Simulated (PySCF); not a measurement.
# [HfCl3(H2O)]+: other functionals and bases at one geometry

Aim: see how levels, charges and forces of [HfCl3(H2O)]+ depend on the level of theory. The structure is generated, not taken from experiment.

Computed with PySCF 2.14.0. Level: several levels, as the steps say, no spin–orbit coupling.

1 further run of the same task is left out (for a known fault of the program).

## (1) The system as given

7 atoms, charge 1, spin multiplicity 1.

Bond lengths: Hf1–Cl2 2.291 Å, Hf1–Cl3 2.290 Å, Hf1–Cl4 2.291 Å, Hf1–O5 2.187 Å, O5–H6 0.975 Å, O5–H7 0.975 Å. Angles: Cl2–Hf1–Cl3 111.6°, Cl2–Hf1–Cl4 113.5°, Cl2–Hf1–O5 105.7°, Cl3–Hf1–Cl4 111.6°, Cl3–Hf1–O5 108.3°, Cl4–Hf1–O5 105.7°, Hf1–O5–H6 126.4°, Hf1–O5–H7 126.4°, H6–O5–H7 107.1°.

Coordinates:

```xyz
7
Cl3H2HfO
Hf   -0.05454    0.04395   -0.04395
Cl    1.19674    1.47680    1.23216
Cl   -1.43296   -1.24878    1.24878
Cl    1.19674   -1.23216   -1.47680
O    -1.29880    1.31540   -1.31540
H    -1.63152    2.20471   -1.09584
H    -1.63152    1.09584   -2.20471
```

Formal oxidation states: Hf +4. An earlier session relaxed this geometry at PBE0, Hf def2-SVP with ECP60, Cl def2-SVP, O def2-SVP, H def2-SVP (singlet, point group Cs).

At PBE0 on the finer grid: E = -1504.010518 Eh, HOMO -13.97 eV, LUMO -7.15 eV, Mulliken charge on Hf1 +1.03 e, largest force component 0.016 eV/Å. 

Levels to run: M06-L; CAM-B3LYP; PBE0, TZVP. Hardware: 2 threads of Arm Neoverse V1, shared host.

## (2) M06-L

File run.py (the lines that set the calculation):

```python
mol = gto.M(atom='''
Hf    -0.05454     0.04395    -0.04395
Cl     1.19674     1.47680     1.23216
Cl    -1.43296    -1.24878     1.24878
Cl     1.19674    -1.23216    -1.47680
O     -1.29880     1.31540    -1.31540
H     -1.63152     2.20471    -1.09584
H     -1.63152     1.09584    -2.20471''',
    basis={'Hf': 'def2-SVP', 'Cl': 'def2-SVP', 'O': 'def2-SVP', 'H': 'def2-SVP'},
    ecp={'Hf': 'def2-SVP'},
    charge=1, spin=0)
mf = dft.RKS(mol, xc='M06L')
mf.grids.atom_grid = (75, 302)
mf = mf.density_fit()  # fitting sets: Hf def2-universal-JKFIT, Cl def2-universal-JKFIT, O def2-universal-JKFIT, H def2-universal-JKFIT
mf.conv_tol = 1e-08; mf.max_cycle = 55
mf.kernel(dm0)  # dm0: the density of the relaxed state
```

The run is started by

```
$ OMP_NUM_THREADS=2 python run.py
```

## (3) CAM-B3LYP

Changes to run.py (the lines that set the calculation) since step 2:

```diff
@@ -11,3 +11,3 @@
     charge=1, spin=0)
-mf = dft.RKS(mol, xc='M06L')
+mf = dft.RKS(mol, xc='CAMB3LYP')
 mf.grids.atom_grid = (75, 302)
```

## (4) PBE0, TZVP

Basis: Hf def2-TZVP with ECP60, Cl def2-TZVP, O def2-TZVP, H def2-TZVP. 

Changes to run.py (the lines that set the calculation) since step 3:

```diff
@@ -8,6 +8,6 @@
 H     -1.63152     1.09584    -2.20471''',
-    basis={'Hf': 'def2-SVP', 'Cl': 'def2-SVP', 'O': 'def2-SVP', 'H': 'def2-SVP'},
-    ecp={'Hf': 'def2-SVP'},
+    basis={'Hf': 'def2-TZVP', 'Cl': 'def2-TZVP', 'O': 'def2-TZVP', 'H': 'def2-TZVP'},
+    ecp={'Hf': 'def2-TZVP'},
     charge=1, spin=0)
-mf = dft.RKS(mol, xc='CAMB3LYP')
+mf = dft.RKS(mol, xc='PBE0')
 mf.grids.atom_grid = (75, 302)
@@ -15,2 +15,2 @@
 mf.conv_tol = 1e-08; mf.max_cycle = 55
-mf.kernel(dm0)  # dm0: the density of the relaxed state
+mf.kernel(dm0)  # dm0: free metal ions and neutral atoms
```

What does the calculation give? Wanted: for each run, HOMO; gap; charge on Hf1; dipole; largest force.

As calculated:

| level | state | HOMO (eV) | gap (eV) | charge on Hf1 (e) | dipole (D) | largest force (eV/Å) | basis functions | time |
| --- | --- | --- | --- | --- | --- | --- | --- | --- |
| PBE0 (relaxed here) | singlet | -13.97 | 6.81 | 1.03 | 7.77 | 0.02 | 110 | 16 s |
| M06-L | singlet | -12.97 | 5.15 | 1.25 | 7.78 | 0.15 | 110 | 7.9 s |
| CAM-B3LYP | singlet | -15.20 | 9.20 | 0.99 | 7.85 | 0.13 | 110 | 7.7 s |
| PBE0, TZVP | singlet | -13.86 | 6.83 | 1.30 | 7.50 | 0.22 | 194 | 15 s |

Times are on 2 threads of Arm Neoverse V1, shared host; the first row also made further properties. The dipole of a charged species depends on the origin, so these sizes hold for this origin alone.

In one basis the HOMO–LUMO gap runs from 5.15 eV (M06-L) to 9.20 eV (CAM-B3LYP). The largest leftover force, 0.22 eV/Å with PBE0, TZVP, stands at a geometry relaxed at another level. The Mulliken charge on Hf spans +0.99 to +1.30 e over the levels. Total energies of different levels can't be compared. Spin–orbit coupling is left out throughout.
